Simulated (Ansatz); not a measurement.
# CH5ClMoN2O: one species, many methods

The task here is to estimate one member of a computed series from the others.

Program: Ansatz 0.2.0, Gaussian basis. Level of theory: functionals in def2-TZVPP, the program's frozen cores in correlated methods. These are calculated values, not measurements.

The runs, in order: LDA (SPW92), PBE-D4, revPBE-D4, BLYP-D4, r2SCAN-D4, B97M-V, PBE0-D4, B3LYP-D4, r2SCANh-D4, r2SCAN0-D4, HSE06-D4, BHLYP-D4, CAM-B3LYP-D4, LC-ωPBE, ωB97X-V, ωB97M-V, B2PLYP, PBE-QIDH; CCSD(T)/def2-SVP; CCSD(T)/def2-TZVPP; MP2/def2-QZVPP; extrapolation to the limit; RPA on PBE.

**The relaxed structure**

The geometry comes from an earlier relaxation with PBE0-D4 in a triple-zeta def2 set; it is a stationary point, not always the lowest conformer. Mo takes the def2 core potential; no spin-orbit term is included.

SMILES `C[N]=[Mo]([NH2])(=[O])[Cl]`, 11 atoms, charge 0, spin multiplicity 1.

Atoms are counted from 1 here; the program's logs count them from 0.

Bond lengths: C1–N2 1.418 Å, C1–H7 1.096 Å, C1–H8 1.095 Å, C1–H9 1.095 Å, N2–Mo3 1.722 Å, Mo3–N4 1.927 Å, Mo3–O5 1.680 Å, Mo3–Cl6 2.287 Å, N4–H10 1.010 Å, N4–H11 1.008 Å. Angles: N2–C1–H7 111.8°, N2–C1–H8 109.8°, N2–C1–H9 109.7°, H7–C1–H8 109.0°, H7–C1–H9 108.9°, H8–C1–H9 107.7°, C1–N2–Mo3 151.6°, N2–Mo3–N4 105.3°, N2–Mo3–O5 109.6°, N2–Mo3–Cl6 108.3°, N4–Mo3–O5 110.8°, N4–Mo3–Cl6 112.2°, O5–Mo3–Cl6 110.4°, Mo3–N4–H10 121.8°, Mo3–N4–H11 125.2°, H10–N4–H11 111.5°.

The first run:

The input, in.yaml:

```yaml
crystal:
  periodic: [false, false, false]
  atoms:
    - {symbol: C, position_ang: [-0.688344, -1.309944, -1.426706]}
    - {symbol: N, position_ang: [-0.532582, -0.376439, -0.370181]}
    - {symbol: Mo, position_ang: [0.165588, 1.045963, 0.302838]}
    - {symbol: N, position_ang: [0.955061, 0.485479, 1.968509]}
    - {symbol: O, position_ang: [1.336996, 1.647854, -0.739880]}
    - {symbol: Cl, position_ang: [-1.497806, 2.586014, 0.609070]}
    - {symbol: H, position_ang: [0.008108, -1.113452, -2.249198]}
    - {symbol: H, position_ang: [-1.712973, -1.267154, -1.810306]}
    - {symbol: H, position_ang: [-0.515542, -2.324063, -1.051288]}
    - {symbol: H, position_ang: [1.733739, 0.979653, 2.381098]}
    - {symbol: H, position_ang: [0.813254, -0.410912, 2.406744]}
basis:
  gaussian: {orbitals: def2-TZVPP}
hamiltonian: {xc: lda}
output: {orbitals: {seedname: orbitals}}
```

Run with:

```bash
$ ansatz run in.yaml --threads 2 --pin off --events-out ev --progress --plain --max-ram 22528MiB --backend cuda --devices 0, --max-vram 18GiB
```

Among the steps run: LDA; PBE-D4 (GGA); revPBE-D4 (GGA); BLYP-D4 (GGA); r2SCAN-D4 (meta-GGA); B97M-V (meta-GGA); B3LYP-D4 (hybrid); r2SCANh-D4 (hybrid); r2SCAN0-D4 (hybrid); HSE06-D4 (hybrid); BHLYP-D4 (hybrid); CAM-B3LYP-D4 (range-separated); LC-ωPBE (range-separated); ωB97X-V (range-separated); ωB97M-V (range-separated); B2PLYP (double hybrid); PBE-QIDH (double hybrid).

One of the session's tables, all rows but one given; the rest of the session is left out.

It belongs to the step «Frontier levels by functional». 

| functional | HOMO (eV) | LUMO (eV) | gap (eV) |
| --- | --- | --- | --- |
| LDA (SPW92) | -6.53 | -2.75 | 3.78 |
| PBE-D4 | -6.36 | -2.55 | 3.81 |
| revPBE-D4 | -6.29 | -2.47 | 3.82 |
| BLYP-D4 | -6.24 | -2.45 | 3.79 |
| r2SCAN-D4 | -6.64 | -2.51 | 4.12 |
| B97M-V | -6.72 | -2.48 | 4.24 |
| PBE0-D4 | -7.71 | -1.84 | 5.87 |
| B3LYP-D4 | -7.49 | -2.05 | 5.43 |
| r2SCANh-D4 | -7.14 | -2.24 | 4.90 |
| r2SCAN0-D4 | -7.91 | -1.82 | 6.09 |
| HSE06-D4 | -7.31 | -2.21 | 5.09 |
| BHLYP-D4 | ? | ? | ? |
| CAM-B3LYP-D4 | -9.08 | -0.81 | 8.26 |
| LC-ωPBE | -10.39 | 0.28 | 10.66 |
| ωB97X-V | -10.05 | 0.23 | 10.28 |
| ωB97M-V | -9.96 | 0.19 | 10.16 |

**Question.** Estimate the row for BHLYP-D4.

Worked estimate for «HOMO (eV)». Against the share of exact exchange, BLYP-D4 (0, -6.24), B3LYP-D4 (0.2, -7.49) give a slope of -6.25 per unit share; at 0.5 the line stands at -9.36.

As computed: HOMO (eV): -8.99; LUMO (eV): -0.99; gap (eV): 8.00. In «HOMO (eV)» the line misses by -0.37.
